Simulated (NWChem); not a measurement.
# Si2NH5F (SMILES N[Si](F)[SiH3]) at 4 levels

We compute a comparison of 4 runs (UHF/STO-3G, UHF/3-21G, UB3LYP/6-31G*) of Si2NH5F. 

The calculation is run with NWChem 7.3.0.

## (1) The system as given

The species is Si2NH5F (9 atoms), meant as a doublet with charge 0. As SMILES, `N[Si](F)[SiH3]`. The shape is that of a PBE0-D4/def2-TZVP optimisation. This is one conformer, not always the lowest.

Bond lengths: N1–Si2 1.703 Å, Si2–F3 1.616 Å, Si2–Si4 2.346 Å, N1–H5 1.007 Å, N1–H6 1.008 Å, Si4–H7 1.485 Å, Si4–H8 1.492 Å, Si4–H9 1.486 Å. Some angles: N1–Si2–F3 112.7°, N1–Si2–Si4 109.4°, F3–Si2–Si4 108.8°, Si2–N1–H5 122.8°, Si2–N1–H6 123.0°, Si2–Si4–H7 109.3°, Si2–Si4–H8 112.4°, Si2–Si4–H9 108.4°, H5–N1–H6 112.1°, H7–Si4–H8 108.9°.

## (2) Energy and forces at UHF/STO-3G (run 1)

run.py reads:

```python
from ase import Atoms
from ase.calculators.nwchem import NWChem

mol = Atoms(['N', 'Si', 'F', 'Si', 'H', 'H', 'H', 'H', 'H'], positions=[
    [-0.977000, 1.372900, -0.683600],
    [-0.847900, -0.322400, -0.578100],
    [-0.495500, -1.010700, -1.997200],
    [0.823900, -0.883000, 0.969100],
    [-1.742300, 1.833700, -1.147400],
    [-0.198200, 1.993200, -0.528800],
    [1.132000, -2.331800, 0.856500],
    [2.078500, -0.103500, 0.756900],
    [0.315000, -0.594800, 2.335600],
])

calc = NWChem(
    label='job',
    theory='scf',
    memory='2200 mb',
    basis='STO-3G',
    basispar='spherical bse',
    scf={'nopen': '1', 'uhf': None, 'thresh': '1e-08', 'maxiter': '80'},
)
mol.calc = calc

forces = mol.get_forces()
print("Total energy (eV):", round(mol.get_potential_energy(), 6))
print("forces (eV/A):")
for s, f in zip(mol.symbols, forces):
    print(f"{s:2s} {f[0]:10.5f} {f[1]:10.5f} {f[2]:10.5f}")
```

The run is started by

```sh
export ASE_NWCHEM_COMMAND="nwchem PREFIX.nwi > PREFIX.nwo"
python run.py
```

The program printed:

```text
Total energy (eV): -19752.204568
forces (eV/A):
N     0.19941   -0.27012   -0.00483
Si    0.53998   -0.97764    1.83459
F     0.20384    0.18065   -0.56868
Si    0.00041    0.15961   -0.07461
H    -0.17663    0.27845   -0.25130
H     0.19510    0.38906   -0.05142
H    -0.24929    1.62098    0.25953
H    -1.43030   -0.97054    0.32473
H     0.71749   -0.41045   -1.46795
```

The calculator wrote job.nwi:

```
title "job"

permanent_dir job

scratch_dir job

start job

geometry units angstrom nocenter noautosym noautoz
  N  -9.7699999999999998e-01 1.3729000000000000e+00 -6.8359999999999999e-01
  Si -8.4789999999999999e-01 -3.2240000000000002e-01 -5.7809999999999995e-01
  F  -4.9550000000000000e-01 -1.0106999999999999e+00 -1.9972000000000001e+00
  Si 8.2389999999999997e-01 -8.8300000000000001e-01 9.6909999999999996e-01
  H  -1.7423000000000000e+00 1.8337000000000001e+00 -1.1474000000000000e+00
  H  -1.9819999999999999e-01 1.9932000000000001e+00 -5.2880000000000005e-01
  H  1.1319999999999999e+00 -2.3317999999999999e+00 8.5650000000000004e-01
  H  2.0785000000000000e+00 -1.0349999999999999e-01 7.5690000000000002e-01
  H  3.1500000000000000e-01 -5.9480000000000000e-01 2.3355999999999999e+00
end

memory 2200 mb

basis spherical bse noprint
   * library STO-3G
end

scf
  nopen 1
  uhf
  thresh 1e-08
  maxiter 80
end

task scf gradient
```

job.nwo:

```text
Northwest Computational Chemistry Package (NWChem) 7.3.0
             --------------------------------------------------------

           Job information
           ---------------

    nwchem branch   = 7.3.0
    use scalapack   = T
    input           = job.nwi
    prefix          = job.
    data base       = job/job.db
    status          = startup
    nproc           =        1

           Memory information
           ------------------

    heap     =     72089596 doubles =      550.0 Mbytes
    stack    =     72089601 doubles =      550.0 Mbytes
    global   =    144179200 doubles =     1100.0 Mbytes (distinct from heap & stack)
    total    =    288358397 doubles =     2200.0 Mbytes
    verify   = yes
    hardfail = no

[... 38 lines left out ...]
            Nuclear Dipole moment (a.u.)
[... 87 lines left out ...]
 1-e energy   =   -1443.520349
[... 7 lines left out ...]
         Quadratically convergent UHF
[... 14 lines left out ...]
       Final UHF  results
[... 3 lines left out ...]
      One electron energy =  -1441.138747838405
[... 1 line left out ...]
 Nuclear repulsion energy =    214.477820079716
[... 45 lines left out ...]
          Final beta eigenvalues
[... 200 lines left out ...]
                     UHF Final Beta Molecular Orbital Analysis
[... 235 lines left out ...]
                         UHF ENERGY GRADIENTS

    atom               coordinates                        gradient
                 x          y          z           x          y          z
   1 N      -1.846262   2.594405  -1.291817   -0.003878   0.005253   0.000094
   2 Si     -1.602299  -0.609248  -1.092451   -0.010501   0.019012  -0.035677
   3 F      -0.936359  -1.909946  -3.774161   -0.003964  -0.003513   0.011059
[... 5 lines of this table left out ...]
   9 H       0.595264  -1.124009   4.413644   -0.013953   0.007982   0.028547

                 ----------------------------------------
                 |  Time  |  1-e(secs)   |  2-e(secs)   |
                 ----------------------------------------
                 |  CPU   |       0.00   |       0.56   |
                 ----------------------------------------
                 |  WALL  |       0.00   |       0.56   |
                 ----------------------------------------

 Task  times  cpu:        3.8s     wall:        3.8s
 Total times  cpu:        3.8s     wall:        3.8s
```

It took 5.1 s on 1 thread of Intel Xeon Platinum 8259CL at 2.50GHz (Skylake/Cascade Lake), shared host; peak memory 0.099 GiB.

## (3) Energy and gradient at UHF/3-21G (run 2)

work.nw reads:

```
start work
title "FH5NSi2"
memory stack 880 mb heap 220 mb global 1100 mb

geometry noautosym nocenter noautoz
N     -0.977000     1.372900    -0.683600
Si    -0.847900    -0.322400    -0.578100
F     -0.495500    -1.010700    -1.997200
Si     0.823900    -0.883000     0.969100
H     -1.742300     1.833700    -1.147400
H     -0.198200     1.993200    -0.528800
H      1.132000    -2.331800     0.856500
H      2.078500    -0.103500     0.756900
H      0.315000    -0.594800     2.335600
end

basis spherical bse
* library 3-21G
end

scf
nopen 1
uhf
thresh 1e-08
maxiter 80
print medium
end

task scf gradient
```

The run is started by

```sh
nwchem work.nw > work.out
```

The program printed:

```text
[...]
  functions       =    54
[...]
  wavefunction    = UHF
[...]
         Total SCF energy =   -730.785918354067
      One electron energy =  -1441.627253306259
      Two electron energy =    496.363514872475
 Nuclear repulsion energy =    214.477820079716
                       Sz =      0.5000
                 Sz(Sz+1) =      0.7500
                      S^2 =      0.7534
[...]
                         UHF ENERGY GRADIENTS
    atom               coordinates                        gradient
                 x          y          z           x          y          z
   1 N      -1.846262   2.594405  -1.291817   -0.001725  -0.022328   0.007353
   2 Si     -1.602299  -0.609248  -1.092451    0.007223   0.008293  -0.020176
   3 F      -0.936359  -1.909946  -3.774161   -0.004601   0.008880   0.021481
   4 Si      1.556945  -1.668628   1.831333   -0.003583   0.001734  -0.003597
   5 H      -3.292470   3.465191  -2.168272   -0.002501   0.001795  -0.004588
   6 H      -0.374544   3.766602  -0.999287    0.004613   0.001971  -0.000071
   7 H       2.139170  -4.406463   1.618550   -0.000059   0.000310  -0.000532
   8 H       3.927795  -0.195587   1.430334    0.000528  -0.000391  -0.000011
   9 H       0.595264  -1.124009   4.413644    0.000105  -0.000263   0.000141
[...]
```

Run time: 5.7 s. Hardware: 1 thread of Intel Xeon Platinum 8259CL at 2.50GHz (Skylake/Cascade Lake), shared host; peak memory 0.098 GiB.

Run 3 isn't shown in full; the table further down has it.

## (4) Energy and gradient at UB3LYP/6-31G(d) (Cartesian functions) (run 4)

nw.nw reads:

```
start nw
title "FH5NSi2"
memory stack 880 mb heap 220 mb global 1100 mb
geometry noautosym nocenter noautoz
   N     -0.977000     1.372900    -0.683600
   Si    -0.847900    -0.322400    -0.578100
   F     -0.495500    -1.010700    -1.997200
   Si     0.823900    -0.883000     0.969100
   H     -1.742300     1.833700    -1.147400
   H     -0.198200     1.993200    -0.528800
   H      1.132000    -2.331800     0.856500
   H      2.078500    -0.103500     0.756900
   H      0.315000    -0.594800     2.335600
end
basis cartesian
   * library 6-31G*
end
dft
   xc b3lyp
   mult 2
   grid xfine
   convergence energy 1e-08
   maxiter 100
   mulliken
end
task dft gradient
```

The run is started by

```sh
nwchem nw.nw > nw.out
```

The program printed:

```text
[...]
          Wavefunction type:  spin polarized.
          No. of atoms     :     9
          No. of electrons :    49
[...]
          Charge           :     0
          Spin multiplicity:     2
[...]
          AO basis - number of functions:    78
[...]
              XC Information
              --------------
                         B3LYP Method XC Potential
                     Hartree-Fock (Exact) Exchange  0.200
                        Slater Exchange Functional  0.800 local
                    Becke 1988 Exchange Functional  0.720 non-local
              Lee-Yang-Parr Correlation Functional  0.810
                  VWN I RPA Correlation Functional  0.190 local
[...]
 d= 0,ls=0.0,diis     1   -736.5368770593 -9.51D+02  1.03D-02  1.85D-01     6.8
[...]
 d= 0,ls=0.0,diis    11   -736.6165099504 -3.50D-09  2.60D-07  2.27D-10    71.7
[...]
         Total DFT energy =     -736.616509950448
      One electron energy =    -1446.813476616619
           Coulomb energy =      556.906599732875
    Exchange-Corr. energy =      -61.187453146420
 Nuclear repulsion energy =      214.477820079716
[...]
      <S2> =      0.7517 (Exact =     0.7500)
[...]
  wavefunction    = open shell
                         DFT ENERGY GRADIENTS
    atom               coordinates                        gradient
                 x          y          z           x          y          z
   1 N      -1.846262   2.594405  -1.291817    0.000176  -0.005174  -0.002510
   2 Si     -1.602299  -0.609248  -1.092451    0.003723   0.006099  -0.007674
   3 F      -0.936359  -1.909946  -3.774161   -0.002114   0.005375   0.010426
   4 Si      1.556945  -1.668628   1.831333    0.000244  -0.000351  -0.000281
   5 H      -3.292470   3.465191  -2.168272    0.003852  -0.002393   0.002439
   6 H      -0.374544   3.766602  -0.999287   -0.003794  -0.004038  -0.000383
   7 H       2.139170  -4.406463   1.618550   -0.000636   0.000496  -0.000542
   8 H       3.927795  -0.195587   1.430334   -0.000957  -0.000068  -0.000543
   9 H       0.595264  -1.124009   4.413644   -0.000493   0.000055  -0.000931
[...]
```

It took 84 s on 1 thread of Intel Xeon Platinum 8259CL at 2.50GHz (Skylake/Cascade Lake), shared host; peak memory 0.15 GiB.

## (5) The series

| run | level | iteration cap | module | energy (Eh) | dipole moment (D) | HOMO energy (eV) | LUMO energy (eV) | wall time |
| --- | --- | --- | --- | --- | --- | --- | --- | --- |
| 1 | UHF/STO-3G | 80 | scf | -725.880135 | 1.03 | -5.52 | 6.13 | 5.1 s |
| 2 | UHF/3-21G | 80 | scf | -730.785918 | 2.26 | -8.46 | 1.33 | 5.7 s |
| 3 | UB3LYP/6-31G* (spherical functions) | 100 | dft | -736.610529 | – | – | – | 81 s |
| 4 | UB3LYP/6-31G* (Cartesian functions) | 100 | dft | -736.616510 | 2.10 | -5.33 | -2.39 | 84 s |

## (6) What came out

| quantity | value |
| --- | --- |
| run 4: total energy | -736.61651 Eh |
| run 4: dipole moment | 2.10 D |
| run 4: HOMO energy (highest over α and β) | -5.33 eV |
| run 4: LUMO energy (lowest over α and β) | -2.39 eV |
| run 4: ⟨S²⟩ | 0.752 |
| run 4: largest force on an atom | 0.613 eV/Å |

What this shows: Over runs 1, 2, 4 the dipole moment (its size) runs from 1.03 D (UHF/STO-3G) to 2.26 D (UHF/3-21G). In run 1 the basis is minimal, so the values are rough. All runs together took 2.9 min, the longest 84 s.
